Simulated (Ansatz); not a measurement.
# doublet CH3AlF2O+: levels of theory compared

We compute a comparison of 6 runs (U-wB97M-V/6-31G*, UBLYP/6-31G*, UCAM-B3LYP/6-31G*, UPBE/6-31G*, USVWN5/6-31G*, UCCSD(T)/6-31G*) of doublet CH3AlF2O+. 

Program for the calculation: Ansatz 0.2.0.

128 further runs of the same task are left out: 128 set aside as unsound or not needed.

### Step 1. Starting point

CH3AlF2O+ has 8 atoms, charge +1, and is taken as a doublet. SMILES of the parent species: `C[O][Al]([F])[F]`. The shape is that of a PBE0-D4/def2-TZVP optimisation. That shape belongs to the parent species and isn't relaxed for this state.

Bond lengths: C1–O2 1.401 Å, O2–Al3 1.661 Å, Al3–F4 1.634 Å, Al3–F5 1.639 Å, C1–H6 1.095 Å, C1–H7 1.094 Å, C1–H8 1.094 Å. Angles: C1–O2–Al3 136.9°, O2–Al3–F4 119.6°, O2–Al3–F5 122.1°, F4–Al3–F5 118.3°, O2–C1–H6 112.5°, O2–C1–H7 109.7°, O2–C1–H8 109.7°, H6–C1–H7 108.4°, H6–C1–H8 108.4°, H7–C1–H8 108.1°.

### Step 2. A single-point energy at U-wB97M-V/6-31G(d) (spherical functions) (run 1)

File job.yaml:

```yaml
basis:
  gaussian:
    orbitals: 6-31G_st_-spherical.json
crystal:
  periodic: [false, false, false]
  atoms:
    - symbol: C
      position_ang: [-0.239000, 0.900700, 0.881500]
    - symbol: O
      position_ang: [-0.459800, -0.316300, 0.222600]
    - symbol: Al
      position_ang: [0.227600, -1.156300, -1.035300]
    - symbol: F
      position_ang: [-0.392600, -2.602700, -1.474500]
    - symbol: F
      position_ang: [1.520300, -0.581200, -1.861800]
    - symbol: H
      position_ang: [0.609600, 1.454200, 0.465200]
    - symbol: H
      position_ang: [-0.042800, 0.715700, 1.941600]
    - symbol: H
      position_ang: [-1.131100, 1.528900, 0.804800]
total_charge: 1
magnetization:
  spin_polarized: true
  initial_magnetization: 1
hamiltonian:
  xc: {name: wB97M-V}
accuracy: high
output: {orbitals: {seedname: orbitals}}
```

The basis set 6-31G* is read from a file made from the Basis Set Exchange's data (not shown).

The run is started by

```sh
$ ansatz run job.yaml --threads 1 --pin off --max-ram 3480MiB --events-out events.jsonl --progress --plain --runs-dir runs
```

Output:

```text
Warning: RAYON_NUM_THREADS=1 ignored (pool sized by the plan → 1); use --threads N
Functional definition: wB97M-V
  name "wB97M-V"
  parameter omega = 0.3/bohr
  parameter cx = 0.15
  parameter cx01 = 1.007
  parameter cx10 = 0.259
  parameter css00 = 0.443
  parameter css04 = -1.437
  parameter css10 = -4.535
  parameter css20 = -3.390
  parameter css43 = 4.278
  parameter cos00 = 1.000
  parameter cos10 = 1.358
  parameter cos20 = 2.924
  parameter cos21 = -8.812
  parameter cos60 = -1.390
  parameter cos61 = 9.142
  parameter b = 6.0
  parameter c = 0.01
  gx(w, u) = 1 - cx + cx01*u + cx10*w
  gss(w, u) = css00 + css04*u^4 + css10*w + css20*w^2 + css43*w^4*u^3
  gos(w, u) = cos00 + cos10*w + (cos20 + cos21*u)*w^2 + (cos60 + cos61*u)*w^6
  exchange = spin_sum(e_x_unif_sr(omega)*gx(b97_w, b97_u_x)) + cx*exact_x_sr(omega) + exact_x_lr(omega)
  correlation = spin_sum(e_c_pw_mod_same_spin*gss(b97_w, b97_u_same))
      + integral(e_c_pw_mod_opposite_spin*gos(b97_w_opposite, b97_u_opposite)) + vv10(b, c)
1749 factors; integrals over basis functions are off by at most 8.8e-9 eV
365 factors; integrals over basis functions are off by at most 2.6e-9 eV
mean field evaluation 1: about -15142.0617 eV, gradient 5.8e1 eV
mean field evaluation 2: about -15139.2318 eV, gradient 7.0e1 eV
mean field evaluation 4: about -15153.6795 eV, gradient 2.0e0 eV
mean field evaluation 8: about -15153.8575 eV, gradient 2.2e-1 eV
mean field evaluation 16: about -15153.8585 eV, gradient 1.7e-3 eV
mean field evaluation 32: about -15153.8585 eV, gradient 2.8e-6 eV
mean field -15153.85851486 eV, -556.8940287668 hartree, gradient 9.4e-8 eV, S^2 0.753336; 2 other end points of the search recorded, 0 dependent functions left out
reference -15153.85851983 eV, -556.8940289493 hartree; 24, 23 occupied and 56, 57 virtual orbitals, 1749 factors
Total energy: -15153.85851983 eV, -556.8940289493 hartree
```

Wall time 1.8 min (1 thread of Intel Xeon Platinum 8488C (Sapphire Rapids), shared host); peak memory 1 GiB.

### Step 3. The energy at UBLYP/6-31G(d) (spherical functions) (run 2)

File molecule.yaml:

```yaml
crystal:
  periodic: [false, false, false]
  atoms:
    - {symbol: C, position_ang: [-0.239000, 0.900700, 0.881500]}
    - {symbol: O, position_ang: [-0.459800, -0.316300, 0.222600]}
    - {symbol: Al, position_ang: [0.227600, -1.156300, -1.035300]}
    - {symbol: F, position_ang: [-0.392600, -2.602700, -1.474500]}
    - {symbol: F, position_ang: [1.520300, -0.581200, -1.861800]}
    - {symbol: H, position_ang: [0.609600, 1.454200, 0.465200]}
    - {symbol: H, position_ang: [-0.042800, 0.715700, 1.941600]}
    - {symbol: H, position_ang: [-1.131100, 1.528900, 0.804800]}
basis:
  gaussian: {orbitals: 6-31G_st_-spherical.json}
accuracy: high
magnetization: {spin_polarized: true, initial_magnetization: 1}
total_charge: 1
hamiltonian: {xc: {name: BLYP}}
output: {orbitals: {seedname: orbitals}}
```

The basis set 6-31G* is read from a file made from the Basis Set Exchange's data (not shown).

The run is started by

```sh
$ ansatz run molecule.yaml --threads 1 --pin off --max-ram 3480MiB --events-out events.jsonl --progress --plain --runs-dir runs
```

Output (excerpt; [...] marks lines left out):

```text
Warning: RAYON_NUM_THREADS=1 ignored (pool sized by the plan → 1); use --threads N
Functional definition: BLYP
  name "BLYP"
[...]
1749 factors; integrals over basis functions are off by at most 8.8e-9 eV
[...]
mean field -15155.73197713 eV, -556.9628772356 hartree, gradient 6.3e-8 eV, S^2 0.752192; 10 other end points of the search recorded, 0 dependent functions left out
reference -15155.73203148 eV, -556.9628792326 hartree; 24, 23 occupied and 56, 57 virtual orbitals, 1749 factors
Total energy: -15155.73203148 eV, -556.9628792326 hartree
```

It took 23 s on 1 thread of Intel Xeon Platinum 8488C (Sapphire Rapids), shared host; peak memory 0.29 GiB.

Runs 3 to 5 aren't shown in full; the table further down has their settings and results.

### Step 4. The energy at UCCSD(T)/6-31G(d) (spherical functions) (run 6)

File molecule.yaml:

```yaml
crystal:
  periodic: [false, false, false]
  atoms:
    - symbol: C
      position_ang: [-0.239000, 0.900700, 0.881500]
    - symbol: O
      position_ang: [-0.459800, -0.316300, 0.222600]
    - symbol: Al
      position_ang: [0.227600, -1.156300, -1.035300]
    - symbol: F
      position_ang: [-0.392600, -2.602700, -1.474500]
    - symbol: F
      position_ang: [1.520300, -0.581200, -1.861800]
    - symbol: H
      position_ang: [0.609600, 1.454200, 0.465200]
    - symbol: H
      position_ang: [-0.042800, 0.715700, 1.941600]
    - symbol: H
      position_ang: [-1.131100, 1.528900, 0.804800]
basis:
  gaussian:
    orbitals: 6-31G_st_-spherical.json
total_charge: 1
magnetization:
  spin_polarized: true
  initial_magnetization: 1
correlation:
  method: ccsd_t
  frozen_orbitals: {Al: 5, C: 1, F: 1, H: 0, O: 1}
accuracy: high
scf:
  omitted_lower_state_checks: [cluster_reference, increment]
```

The basis set 6-31G* is read from a file made from the Basis Set Exchange's data (not shown).

The run is started by

```sh
$ ansatz run molecule.yaml --threads 1 --pin off --max-ram 3480MiB --events-out events.jsonl --progress --plain --runs-dir runs
```

Output:

```text
Warning: RAYON_NUM_THREADS=1 ignored (pool sized by the plan → 1); use --threads N
[... 13 lines left out ...]
9 core orbitals not correlated: weight in the atoms' cores, before any rotation towards them, 1.000 or more for the frozen orbitals, at most 0.000 for the correlated occupied ones
[... 36 lines left out ...]
Total energy: -15123.46187892 eV, -555.7769729997 hartree
Checks for a lower state left out: cluster_reference, increment
```

Run time: 57 s. Hardware: 1 thread of Intel Xeon Platinum 8488C (Sapphire Rapids), shared host; peak memory 0.78 GiB.

### Step 5. Overview of the runs

| run | level | frozen core orbitals | energy (Eh) | HOMO energy (eV) | LUMO energy (eV) | ⟨S²⟩ | wall time |
| --- | --- | --- | --- | --- | --- | --- | --- |
| 1 | U-wB97M-V/6-31G* (spherical functions) | – | -556.894029 | -18.49 | -11.51 | 0.753 | 1.8 min |
| 2 | UBLYP/6-31G* (spherical functions) | – | -556.962879 | -14.29 | -14.23 | 0.752 | 23 s |
| 3 | UCAM-B3LYP/6-31G* (spherical functions) | – | -556.909308 | -17.51 | -12.55 | 0.754 | 18 s |
| 4 | UPBE/6-31G* (spherical functions) | – | -556.541977 | -14.41 | -14.35 | 0.752 | 23 s |
| 5 | USVWN5/6-31G* (spherical functions) | – | -553.767359 | -14.53 | – | 0.751 | 11 s |
| 6 | UCCSD(T)/6-31G* (spherical functions) | 9 | -555.776973 | – | – | 0.760 | 57 s |

### Step 6. Summary of results

```
                                          quantity          value
                               run 6: total energy  -555.77697 Eh
run 6: correlation energy (9 core orbitals frozen)     -703.1 mEh
                             run 6: (T) correction     -13.67 mEh
          run 6: ⟨S²⟩ of the reference determinant          0.760
                              run 6: T1 diagnostic          0.028
```

Totals of different functionals can't be ranked against each other. All runs together took 4 min, the longest 1.8 min.
